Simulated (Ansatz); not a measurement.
# MgSi (distorted cell): a check of forces and pressure against finite differences

With the Ansatz DFT code, driven from Python.

Typed at the interpreter:
```pycon
>>> import ansatz as az
>>> import numpy as np
>>> vectors0 = np.array([
...     [2.91207, -0.02224, -0.01161],
...     [-0.02224, 2.91161, -0.00095],
...     [-0.01637, -0.00134, 4.06686],
... ])
>>> sites = [
...     ('Mg', [0.06399, 0.97887, 0.99167]),
...     ('Si', [0.52346, 0.49664, 0.48045]),
... ]
>>> def make_crystal(cell):
...     crystal = az.Crystal(lattice=az.Lattice.of(cell))
...     for symbol, position in sites:
...         crystal = crystal.atom(symbol, position)
...     return crystal
...
>>> def solve(crystal):
...     return (
...         crystal.calculation()
...         .functional(az.Functional.PBESOL)
...         .occupations('Marzari-Vanderbilt', width=100 * az.meV)
...         .basis(540, xc_grid=2)
...         .kpoints(7, 7, 5)
...         .scf(tolerance=1e-09)
...         .forces()
...         .stress()
...         .run(threads=1)
...     ).report
...
>>> centre = solve(make_crystal(vectors0))
DeckWarning: output.stress: scf.convergence.dr2_threshold = 1e-9 eV is looser than the 2e-10 eV advised for a printed stress (1e-10 eV for each atom of the cell: 2). What an SCF threshold leaves in a stress goes as its square root, and in the free energy as the threshold itself, and one threshold admits the most on a [...]
>>> start = make_crystal(vectors0)
>>> # central difference: F = -(E(+h) - E(-h)) / 2h
>>> print(f'force on atom 1 along z: analytic {centre["forces_ev_ang"][1][2]:.4f} eV/A')
force on atom 1 along z: analytic 0.2168 eV/A
>>> for h in (0.004, 0.016):
...     shift = np.eye(3)[2] * h @ np.linalg.inv(vectors0)
...     plus, minus = (solve(start.move(1, to=np.array(sites[1][1]) + sign * shift))['lagrangian_ev'] for sign in (1, -1))
...     print(f'  step {h} A: numerical {-(plus - minus) / (2 * h):.4f} eV/A')
...
  step 0.004 A: numerical 0.2168 eV/A
  step 0.016 A: numerical 0.2168 eV/A
>>> # P = -dF/dV; the difference feels the change of the plane-wave count with the cell
>>> volume = abs(np.linalg.det(vectors0))
>>> larger, smaller = (solve(make_crystal(vectors0 * (1 + sign * 0.005) ** (1 / 3)))['lagrangian_ev'] for sign in (1, -1))
>>> numerical = -(larger - smaller) / (0.01 * volume) * 160.21766
>>> print(f'pressure: analytic {np.trace(centre["stress_gpa"]) / 3:.3f}, numerical {numerical:.3f} GPa')
pressure: analytic -1.280, numerical -1.279 GPa
```

For a metal this k-point mesh is coarse: on a finer one energies can move by several to tens of meV an atom and pressures by half a GPa or more, differences at one mesh by less. Pressure is positive in compression. The cell is a database structure, distorted on purpose. Warnings are shown shortened and without file and line. The central difference errs as the square of the step, so the shorter step is the fairer test; what remains comes from the finite grid and the SCF threshold. It ran for 42 s on 1 thread of Arm Neoverse V2, with other jobs on the host, peak memory 0.43 GiB.
